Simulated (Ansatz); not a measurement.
# FH5OSSi2: up Jacob's ladder to CCSD(T)

One table from this session's results is given with a row withheld; the runs are named, their logs left out.

Program: Ansatz 0.2.0, Gaussian basis. Level of theory: functionals in def2-TZVPP, the program's frozen cores in correlated methods. These are calculated values, not measurements.

The runs, in order: PBE-D4, r2SCAN-D4, PBE0-D4, B3LYP-D4, ωB97X-V, ωB97M-V, B2PLYP; CCSD(T)/def2-TZVPP; MP2/def2-QZVPP; extrapolation to the limit.

### The geometry

An earlier PBE0-D4 in a triple-zeta def2 set relaxation fixed the geometry.

SMILES `O[SiH2]S[SiH2]F`, 10 atoms, charge 0, spin multiplicity 1.

Atoms are counted from 1 here; the program's logs count them from 0.

Bond lengths: O1–Si2 1.635 Å, O1–H6 0.961 Å, Si2–S3 2.152 Å, Si2–H7 1.476 Å, Si2–H8 1.486 Å, S3–Si4 2.110 Å, Si4–F5 1.610 Å, Si4–H9 1.479 Å, Si4–H10 1.478 Å. Angles: Si2–O1–H6 116.8°, O1–Si2–S3 112.5°, O1–Si2–H7 107.0°, O1–Si2–H8 111.5°, S3–Si2–H7 106.7°, S3–Si2–H8 106.9°, H7–Si2–H8 112.2°, Si2–S3–Si4 95.7°, S3–Si4–F5 109.1°, S3–Si4–H9 112.4°, S3–Si4–H10 108.4°, F5–Si4–H9 105.7°, F5–Si4–H10 108.5°, H9–Si4–H10 112.5°.

Set-up of the first run:

in.yaml reads:

```yaml
crystal:
  periodic: [false, false, false]
  atoms:
    - {symbol: O, position_ang: [-2.145181, 0.455417, 0.002108]}
    - {symbol: Si, position_ang: [-1.213204, -0.880782, -0.133627]}
    - {symbol: S, position_ang: [0.400230, -0.905834, 1.289847]}
    - {symbol: Si, position_ang: [1.611118, 0.480914, 0.258484]}
    - {symbol: F, position_ang: [0.743104, 1.796511, -0.068561]}
    - {symbol: H, position_ang: [-1.699242, 1.303382, -0.066973]}
    - {symbol: H, position_ang: [-2.073080, -2.038951, 0.178104]}
    - {symbol: H, position_ang: [-0.600905, -0.983142, -1.483556]}
    - {symbol: H, position_ang: [2.067840, -0.032607, -1.051132]}
    - {symbol: H, position_ang: [2.734518, 0.865691, 1.138606]}
basis:
  gaussian: {orbitals: def2-TZVPP}
hamiltonian: {xc: pbe, dispersion: d4}
output: {forces: true, orbitals: {seedname: orbitals}}
```

Command:

```console
ansatz run in.yaml --threads 4 --pin off --events-out ev --progress --plain --max-ram 10444MiB
```

Among the steps run: PBE-D4 (GGA); r2SCAN-D4 (meta-GGA); PBE0-D4 (hybrid); B3LYP-D4 (hybrid); ωB97X-V (range-separated); ωB97M-V (range-separated); B2PLYP (double hybrid); CCSD(T) in def2-TZVPP; MP2 in def2-QZVPP.

One of the session's tables, all rows but one given; the rest of the session is left out.

```
            method  atomisation energy (eV)
            PBE-D4                   36.107
         r2SCAN-D4                   36.159
           PBE0-D4                   35.587
          B3LYP-D4                   35.837
           ωB97X-V                   36.342
           ωB97M-V                        ?
            B2PLYP                   35.529
     HF/def2-TZVPP                   26.494
    MP2/def2-TZVPP                   35.820
   CCSD/def2-TZVPP                   34.603
CCSD(T)/def2-TZVPP                   35.115
           MP2/CBS                   37.008
       CCSD(T)/CBS                   36.302
```

Estimate the missing values for ωB97M-V.

The run gave: atomisation energy (eV): 36.250. In the column «atomisation energy (eV)» it lies between r2SCAN-D4 (36.159) and CCSD(T)/CBS (36.302).

Limits of these values: Free atoms (1 O, 2 Si, 1 S, 1 F, 5 H) were run apart at each level; the atomisation energy is their sum less the molecule, without zero-point or spin-orbit terms.
